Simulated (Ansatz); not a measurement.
**CH5ClSi2: how energies converge with the basis set**

Aim: see how fast density functionals converge with the basis set for CH5ClSi2.

The runs use Ansatz 0.2.0, Gaussian basis; one geometry, several basis sets.

Levels to be run: PBE0-D4/def2-SVP; ωB97M-V/def2-SVP; PBE0-D4/def2-QZVPP; ωB97M-V/def2-QZVPP; the functionals' def2-TZVPP values are taken from earlier runs.

### 1 Structure used throughout

An earlier PBE0-D4 in a triple-zeta def2 set relaxation fixed the geometry.

SMILES `Cl[SiH]1C[SiH2]1`, 9 atoms, charge 0, spin multiplicity 1.

Atoms are counted from 1 here; the program's logs count them from 0.

Bond lengths: Cl1–Si2 2.051 Å, Si2–C3 1.877 Å, Si2–Si4 2.242 Å, Si2–H5 1.479 Å, C3–Si4 1.912 Å, C3–H6 1.089 Å, C3–H7 1.089 Å, Si4–H8 1.481 Å, Si4–H9 1.482 Å. Angles: Cl1–Si2–C3 116.2°, Cl1–Si2–Si4 122.3°, Cl1–Si2–H5 109.9°, C3–Si2–Si4 54.4°, C3–Si2–H5 117.3°, Si4–Si2–H5 124.7°, Si2–C3–Si4 72.6°, Si2–C3–H6 117.6°, Si2–C3–H7 117.1°, Si4–C3–H6 118.4°, Si4–C3–H7 115.2°, H6–C3–H7 111.2°, Si2–Si4–C3 53.0°, Si2–Si4–H8 121.4°, Si2–Si4–H9 122.5°, C3–Si4–H8 115.2°, C3–Si4–H9 116.9°, H8–Si4–H9 113.2°.

### 2 PBE0-D4 in def2-SVP

Input file in.yaml:

```yaml
crystal:
  periodic: [false, false, false]
  atoms:
    - {symbol: Cl, position_ang: [-0.980948, -0.129348, -2.673052]}
    - {symbol: Si, position_ang: [-0.561216, 0.652069, -0.823589]}
    - {symbol: C, position_ang: [1.004819, 0.030968, 0.003527]}
    - {symbol: Si, position_ang: [-0.476947, -0.616149, 1.023606]}
    - {symbol: H, position_ang: [-0.790309, 2.113227, -0.831510]}
    - {symbol: H, position_ang: [1.662653, 0.769806, 0.457904]}
    - {symbol: H, position_ang: [1.574951, -0.733152, -0.522742]}
    - {symbol: H, position_ang: [-0.693134, -2.079979, 0.964814]}
    - {symbol: H, position_ang: [-0.651371, -0.053743, 2.383943]}
basis:
  gaussian: {orbitals: def2-SVP}
hamiltonian: {xc: pbe0, dispersion: d4}
output: {orbitals: {seedname: orbitals}}
```

The run is started by

```bash
$ ansatz run in.yaml --threads 2 --pin off --events-out ev --progress --plain --max-ram 4352MiB
```

Further steps of the session: ωB97M-V in def2-SVP; PBE0-D4 in def2-QZVPP; ωB97M-V in def2-QZVPP.

**Question.** What will the summary of the whole plan be? Wanted: PBE0-D4: double and triple zeta above quadruple; ωB97M-V: double and triple zeta above quadruple.

As calculated:

| quantity | value |
| --- | --- |
| PBE0-D4: double and triple zeta above quadruple | 12.10, 0.96 eV |
| ωB97M-V: double and triple zeta above quadruple | 12.08, 0.90 eV |

PBE0-D4 gains 11.14 eV from double to triple zeta, then 0.96 eV more. These are total energies; as a rule much of such shifts cancels in differences, which this series doesn't test. The LUMO of ωB97M-V is positive and keeps falling with the basis (1.56 to 1.02 eV): an unbound level that the basis holds in place.
